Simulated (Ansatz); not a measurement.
# C3H9AlO: one species, many methods

An exercise on one series of results from a longer session: the logs are not shown, and one member is left open.

Program: Ansatz 0.2.0, Gaussian basis. Level of theory: functionals in def2-TZVPP, the program's frozen cores in correlated methods. These are calculated values, not measurements.

The runs, in order: LDA (SPW92), PBE-D4, revPBE-D4, BLYP-D4, r2SCAN-D4, B97M-V, PBE0-D4, B3LYP-D4, r2SCANh-D4, r2SCAN0-D4, HSE06-D4, BHLYP-D4, CAM-B3LYP-D4, LC-ωPBE, ωB97X-V, ωB97M-V, B2PLYP, PBE-QIDH; CCSD(T)/def2-SVP; CCSD(T)/def2-TZVPP; MP2/def2-QZVPP; extrapolation to the limit; RPA on PBE.

## Structure used throughout

The geometry comes from an earlier relaxation with PBE0-D4 in a triple-zeta def2 set; it is a stationary point, not always the lowest conformer.

14 atoms, charge 0, spin multiplicity 1.

Atoms are counted from 1 here; the program's logs count them from 0.

Bond lengths: C1–C2 1.517 Å, C1–H6 1.091 Å, C1–H7 1.094 Å, C1–H8 1.093 Å, C2–C3 1.517 Å, C2–O4 1.403 Å, C2–H9 1.099 Å, C3–H10 1.093 Å, C3–H11 1.094 Å, C3–H12 1.093 Å, O4–Al5 1.681 Å, Al5–H13 1.578 Å, Al5–H14 1.585 Å. Angles: C2–C1–H6 110.3°, C2–C1–H7 110.3°, C2–C1–H8 110.9°, H6–C1–H7 108.3°, H6–C1–H8 108.6°, H7–C1–H8 108.3°, C1–C2–C3 111.9°, C1–C2–O4 109.2°, C1–C2–H9 108.1°, C3–C2–O4 112.1°, C3–C2–H9 108.4°, O4–C2–H9 107.0°, C2–C3–H10 111.1°, C2–C3–H11 110.7°, C2–C3–H12 110.7°, H10–C3–H11 108.1°, H10–C3–H12 108.1°, H11–C3–H12 108.1° and more.

The first run:

in.yaml reads:

```yaml
crystal:
  periodic: [false, false, false]
  atoms:
    - {symbol: C, position_ang: [-1.229671, 0.390508, 1.166634]}
    - {symbol: C, position_ang: [0.178889, 0.141727, 0.661666]}
    - {symbol: C, position_ang: [0.401126, -1.315026, 0.302317]}
    - {symbol: O, position_ang: [0.439021, 0.998713, -0.418766]}
    - {symbol: Al, position_ang: [0.794707, 0.992871, -2.061957]}
    - {symbol: H, position_ang: [-1.367571, 1.447527, 1.399843]}
    - {symbol: H, position_ang: [-1.961122, 0.107928, 0.403810]}
    - {symbol: H, position_ang: [-1.429973, -0.194382, 2.067622]}
    - {symbol: H, position_ang: [0.882149, 0.412086, 1.461964]}
    - {symbol: H, position_ang: [1.420547, -1.480290, -0.054974]}
    - {symbol: H, position_ang: [-0.290776, -1.628673, -0.485174]}
    - {symbol: H, position_ang: [0.238484, -1.955974, 1.172131]}
    - {symbol: H, position_ang: [0.938483, 2.417878, -2.725396]}
    - {symbol: H, position_ang: [0.972805, -0.364391, -2.860822]}
basis:
  gaussian: {orbitals: def2-TZVPP}
hamiltonian: {xc: lda}
output: {orbitals: {seedname: orbitals}}
```

Launch:

```sh
$ ansatz run in.yaml --threads 4 --pin off --events-out ev --progress --plain --max-ram 10444MiB
```

Steps of the session up to this table: LDA; PBE-D4 (GGA); revPBE-D4 (GGA); BLYP-D4 (GGA); r2SCAN-D4 (meta-GGA); B97M-V (meta-GGA); B3LYP-D4 (hybrid); r2SCANh-D4 (hybrid); r2SCAN0-D4 (hybrid); HSE06-D4 (hybrid); BHLYP-D4 (hybrid); CAM-B3LYP-D4 (range-separated); LC-ωPBE (range-separated); ωB97X-V (range-separated); ωB97M-V (range-separated); B2PLYP (double hybrid); PBE-QIDH (double hybrid).

One of the session's tables, all rows but one given; the rest of the session is left out.

It belongs to the step «Orbital energies across the functionals». 

| functional | HOMO (eV) | gap (eV) |
| --- | --- | --- |
| LDA (SPW92) | -6.52 | 4.64 |
| PBE-D4 | -6.42 | 4.76 |
| revPBE-D4 | -6.36 | 4.81 |
| BLYP-D4 | -6.33 | 4.78 |
| r2SCAN-D4 | ? | ? |
| B97M-V | -6.89 | 5.30 |
| PBE0-D4 | -7.82 | 6.93 |
| B3LYP-D4 | -7.62 | 6.51 |
| r2SCANh-D4 | -7.25 | 6.20 |
| r2SCAN0-D4 | -8.04 | 7.35 |
| HSE06-D4 | -7.42 | 6.16 |
| BHLYP-D4 | -9.17 | 9.01 |
| CAM-B3LYP-D4 | -9.24 | 9.25 |
| LC-ωPBE | -10.57 | 11.67 |
| ωB97X-V | -10.25 | 11.22 |
| ωB97M-V | -10.12 | 10.79 |

Q: Estimate the row for r2SCAN-D4 from the others.

Worked estimate for «HOMO (eV)». Against the share of exact exchange, r2SCANh-D4 (0.1, -7.25), r2SCAN0-D4 (0.25, -8.04) give a slope of -5.27 per unit share; at 0 the line stands at -6.72.

The run gave: HOMO (eV): -6.72; gap (eV): 5.42. In «HOMO (eV)» the line misses by 0.00.
